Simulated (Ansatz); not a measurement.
Working through an equation of state with a fit of BP, space group F-43m

Computed with Ansatz 0.2.0, Python API.

Notebook, run cell by cell (the value of a cell's last expression is shown):

**Cell 1**
```python
import ansatz
import numpy as np
```

**Cell 2**
```python
VECTORS = np.array([
    [0.0, 2.269, 2.269],
    [2.269, 0.0, 2.269],
    [2.269, 2.269, 0.0],
])
SITES = [
    ("B", (0.0, 0.0, 0.0)),
    ("P", (0.25, 0.25, 0.25)),
]
```

**Cell 3**
```python
def build(cell):
    crystal = ansatz.Crystal(lattice=ansatz.Lattice.of(cell))
    for symbol, position in SITES:
        crystal = crystal.atom(symbol, position)
    return crystal
```

**Cell 4**
```python
volumes, energies, pressures = [], [], []
for scale in np.linspace(0.94, 1.06, 7):
    cell = VECTORS * scale ** (1 / 3)
    setup = (
        build(cell).calculation()
        .functional(ansatz.Functional.R2SCAN)
        .occupations("fermi_dirac", width=0.02)
        .basis(600)
        .kpoints(8, 8, 8)
        .stress()
    )
    summary = setup.run(threads=1).report
    volumes.append(abs(np.linalg.det(cell)) / len(SITES))
    energies.append(summary["free_energy_ev"] / len(SITES))
    pressures.append(np.trace(summary["stress_gpa"]) / 3)
    print(f"V = {volumes[-1]:8.4f} A^3/atom  F = {energies[-1]:.5f} eV/atom  P = {pressures[-1]:8.3f} GPa")
```
Output:
```text
V =  10.9807 A^3/atom  F = -458.31915 eV/atom  P =   11.584 GPa
V =  11.2144 A^3/atom  F = -458.33287 eV/atom  P =    7.295 GPa
V =  11.4480 A^3/atom  F = -458.34062 eV/atom  P =    3.396 GPa
V =  11.6816 A^3/atom  F = -458.34295 eV/atom  P =   -0.149 GPa
V =  11.9153 A^3/atom  F = -458.34034 eV/atom  P =   -3.371 GPa
V =  12.1489 A^3/atom  F = -458.33326 eV/atom  P =   -6.300 GPa
V =  12.3825 A^3/atom  F = -458.32210 eV/atom  P =   -8.962 GPa
```

**Cell 5**
```python
x = np.array(volumes) ** (-2 / 3)
poly = np.polynomial.Polynomial.fit(x, energies, 3).convert()
roots = poly.deriv().roots()
x0 = min((r.real for r in roots if abs(r.imag) < 1e-9 and poly.deriv(2)(r.real) > 0), key=lambda r: abs(r - x.mean()))
v0 = x0 ** -1.5
b0 = 4 / 9 * poly.deriv(2)(x0) * v0 ** (-7 / 3) * 160.21766
b1 = 4 + 2 / 3 * x0 * poly.deriv(3)(x0) / poly.deriv(2)(x0)
print(f"V0 = {v0:.4f} A^3/atom, B0 = {b0:.1f} GPa, dB/dP = {b1:.2f}")
```
Output:
```text
V0 = 11.6714 A^3/atom, B0 = 169.4 GPa, dB/dP = 3.76
```

A third-order Birch-Murnaghan fit through the 7 points has its minimum at 11.67 Å³ an atom, 0.1 % below the typed cell, with a bulk modulus of 169 GPa and dB/dP = 3.8. From that minimum the energy rises by 23.8 meV an atom on the compressed side and 20.8 meV on the expanded side.

Caveats:
- Absolute energies stand on the zero of these potentials, so only differences at equal settings mean something.
- Pressure is positive in compression.
- The starting cell is as deposited in a crystallographic database; the results hold for this polymorph, which needn't be the stable one.
- Finished in 18 s on 1 thread of Arm Neoverse V1, on a shared host, peak memory 0.43 GiB.
